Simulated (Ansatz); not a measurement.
# Zn2Pt: the cost of one run

Method: DFT PBE, scalar-relativistic, plane waves, PAW, in Ansatz 0.2.0.

**1. The system as given**

The structure is tetragonal, space group P4_2/nmc (No. 137). The conventional cell has a = 4.007 Å, b = 4.007 Å, c = 5.769 Å, α = 90.00°, β = 90.00°, γ = 90.00°. Zn (site symmetry 2mm) is surrounded by 4 Pt at 2.32 to 2.64 Å. Pt (site symmetry -4m2) has 8 Zn at 2.32 to 2.64 Å as nearest neighbours.

As a file:

```cif
data_structure
_symmetry_space_group_name_H-M 'P4_2/nmc:1'
_symmetry_Int_Tables_number 137
_cell_length_a 4.0071
_cell_length_b 4.0071
_cell_length_c 5.7686
_cell_angle_alpha 90.000
_cell_angle_beta 90.000
_cell_angle_gamma 90.000
_cell_volume 92.62
loop_
_atom_site_label
_atom_site_type_symbol
_atom_site_symmetry_multiplicity
_atom_site_Wyckoff_symbol
_atom_site_fract_x
_atom_site_fract_y
_atom_site_fract_z
_atom_site_occupancy
Zn1 Zn 4 d 0.00000 0.50000 0.20300 1
Pt1 Pt 2 a 0.00000 0.00000 0.00000 1
```

This is candidate A: tetragonal zirconia type (P4_2/nmc, No. 137).

(A quick probe on a coarse mesh, which set the mesh and smearing, is not shown.)

**3. Rough relaxation on the coarse mesh (candidate A)**

File input.yaml:

```yaml
crystal:
  lattice:
    - [4.0070500818, 0.0, 0.0]
    - [0.0, 4.0070500818, 0.0]
    - [0.0, 0.0, 5.768609959]
  atoms:
    - { symbol: Zn, position: [0.0, 0.5, 0.203] }
    - { symbol: Zn, position: [0.0, 0.5, 0.703] }
    - { symbol: Zn, position: [0.5, 0.0, 0.297] }
    - { symbol: Zn, position: [0.5, 0.0, 0.797] }
    - { symbol: Pt, position: [0.0, 0.0, 0.0] }
    - { symbol: Pt, position: [0.5, 0.5, 0.5] }
basis:
  ecutwfc: 420
kpoints:
  mp_grid: { grid: [4, 4, 4] }
hamiltonian:
  xc: pbe
scf:
  occupations: { method: gaussian, width: 0.1 }
  lower_state_search: "off"
output:
  forces: true
  stress: true
  eigenvalues: true
relax:
  adjacent_minimum: "off"
  f_tol: 0.04
  max_steps: 70
  cell: { stress_tol: 0.4 }
```

The run is started by

```console
ansatz run input.yaml --threads 1 --pin off --max-ram 2560MiB --backend cpu --events-out ev --progress --plain --runs-dir out
```

**Question.** How long does this run take on 1 thread of Arm Neoverse V1, shared host, and how much memory does it need?

About 38 s, with a peak of 0.41 GiB.
